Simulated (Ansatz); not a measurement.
**Cl2FH2Si2 radical: how energies converge with the basis set**

An exercise on one series of results from a longer session: the logs are not shown, and one member is left open.

Computed with Ansatz 0.2.0, Gaussian basis. Level: one geometry, several basis sets.

The runs, in order: PBE0-D4/def2-SVP; ωB97M-V/def2-SVP; PBE0-D4/def2-QZVPP; ωB97M-V/def2-QZVPP; the functionals' def2-TZVPP values are taken from earlier runs.

### Structure used throughout

All runs share one geometry, relaxed beforehand with PBE0-D4 in a triple-zeta def2 set.

SMILES `F[SiH](Cl)[SiH]Cl`, 7 atoms, charge 0, spin multiplicity 2.

Atoms are counted from 1 here; the program's logs count them from 0.

Bond lengths: F1–Si2 1.593 Å, Si2–Cl3 2.044 Å, Si2–Si4 2.334 Å, Si2–H6 1.481 Å, Si4–Cl5 2.057 Å, Si4–H7 1.488 Å. Angles: F1–Si2–Cl3 108.8°, F1–Si2–Si4 108.8°, F1–Si2–H6 107.0°, Cl3–Si2–Si4 106.5°, Cl3–Si2–H6 108.5°, Si4–Si2–H6 117.1°, Si2–Si4–Cl5 110.4°, Si2–Si4–H7 112.8°, Cl5–Si4–H7 108.2°.

Set-up of the first run:

The input, in.yaml:

```yaml
crystal:
  periodic: [false, false, false]
  atoms:
    - {symbol: F, position_ang: [-2.013649, 0.437658, 0.673977]}
    - {symbol: Si, position_ang: [-0.421759, 0.421357, 0.720823]}
    - {symbol: Cl, position_ang: [0.175244, -0.429111, 2.481319]}
    - {symbol: Si, position_ang: [0.367927, -0.962996, -0.984305]}
    - {symbol: Cl, position_ang: [0.120165, -0.057965, -2.815033]}
    - {symbol: H, position_ang: [0.026264, 1.832533, 0.704405]}
    - {symbol: H, position_ang: [1.806909, -1.309376, -0.826987]}
basis:
  gaussian: {orbitals: def2-SVP}
magnetization: {spin_polarized: true, initial_magnetization: 1}
hamiltonian: {xc: pbe0, dispersion: d4}
output: {orbitals: {seedname: orbitals}}
```

Among the steps run: PBE0-D4 in def2-SVP; ωB97M-V in def2-SVP; PBE0-D4 in def2-QZVPP; ωB97M-V in def2-QZVPP.

One of the session's tables, all rows but one given; the rest of the session is left out.

It belongs to the step «Density functionals: the series». 

```
functional       basis  HOMO (eV)  LUMO (eV)
   PBE0-D4    def2-SVP      -6.62      -3.26
   PBE0-D4  def2-TZVPP          ?          ?
   PBE0-D4  def2-QZVPP      -6.70      -3.31
   ωB97M-V    def2-SVP      -8.30      -1.56
   ωB97M-V  def2-TZVPP      -8.38      -1.65
   ωB97M-V  def2-QZVPP      -8.42      -1.71
```

Q: Estimate the row for PBE0-D4, def2-TZVPP from the others.

**Answer.** HOMO (eV): -6.67; LUMO (eV): -3.28. In the column «HOMO (eV)» it lies between PBE0-D4, def2-QZVPP (-6.70) and PBE0-D4, def2-SVP (-6.62).
